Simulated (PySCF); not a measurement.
# PmS (quartet): spin, charge, geometry and surroundings

How does PmS (quartet) answer to another spin, charge, distance or environment?

Program: PySCF 2.14.0. Level of theory: method and basis as typed in the scripts. These are calculated values, not measurements.

5 further runs of the same task are left out: 5 that didn't finish.

## 1. Where the work starts

PmS (quartet): 2 atoms, charge 0, spin multiplicity 4.

Bond lengths: Pm1–S2 2.904 Å.

## 2. The base run

input.py

```python
from pyscf import gto, scf

mol = gto.M(
    atom='Pm 0 0 0; S 0 0 2.904',
    basis='jorge-dzp',
    charge=0,
    spin=3,
    verbose=4,
)
mf = scf.ROHF(mol)
mf.level_shift = 0.3
mf = mf.newton()
mf.kernel()
mf.dip_moment()
print('orbital energies (hartree):', mf.mo_energy[..., max(0, mol.nelec[1]-3):mol.nelec[0]+3].round(4))
```

Command:

```
$ OMP_NUM_THREADS=1 python input.py
```

## 3. Bond 2.323 Å

Run 1 changes bond length: 2.904 Å → 2.323 Å.

Edit input.py of step 2 so:

```diff
@@ -3,3 +3,3 @@
 mol = gto.M(
-    atom='Pm 0 0 0; S 0 0 2.904',
+    atom='Pm 0 0 0; S 0 0 2.323',
     basis='jorge-dzp',
```

## 4. Electric field 0.2 a.u.

Run 2 changes electric field: none → 0.2 a.u.

Edit input.py of step 2 so:

```diff
@@ -10,2 +10,7 @@
 mf = scf.ROHF(mol)
+field = 0.2  # electric field along z, atomic units
+h = mf.get_hcore() + field*mol.intor('int1e_r')[2]
+mf.get_hcore = lambda *args: h
+e_nuc = mol.energy_nuc() - field*mol.atom_charges() @ mol.atom_coords()[:, 2]
+mf.energy_nuc = lambda *args: e_nuc
 mf.level_shift = 0.3
```

What does the calculation give? Wanted: for each run, E(SCF); from base; SCF dipole.

The runs gave:

| run | E(SCF) (hartree) | from base (eV) | cycles | SCF dipole (D) |
| --- | --- | --- | --- | --- |
| base | -10036.459344 | 0 | 7 macro | 16.23 |
| bond 2.323 Å | -10036.470664 | -0.3080 | 7 macro | 15.49 |
| electric field 0.2 a.u. (poor choice) | -10038.016938 | not comparable | 27 macro | 41.79 |

The dearest run is “electric field 0.2 a.u.”, at 56 s against 14 s. Rows marked «poor choice» come from settings spoiled on purpose.
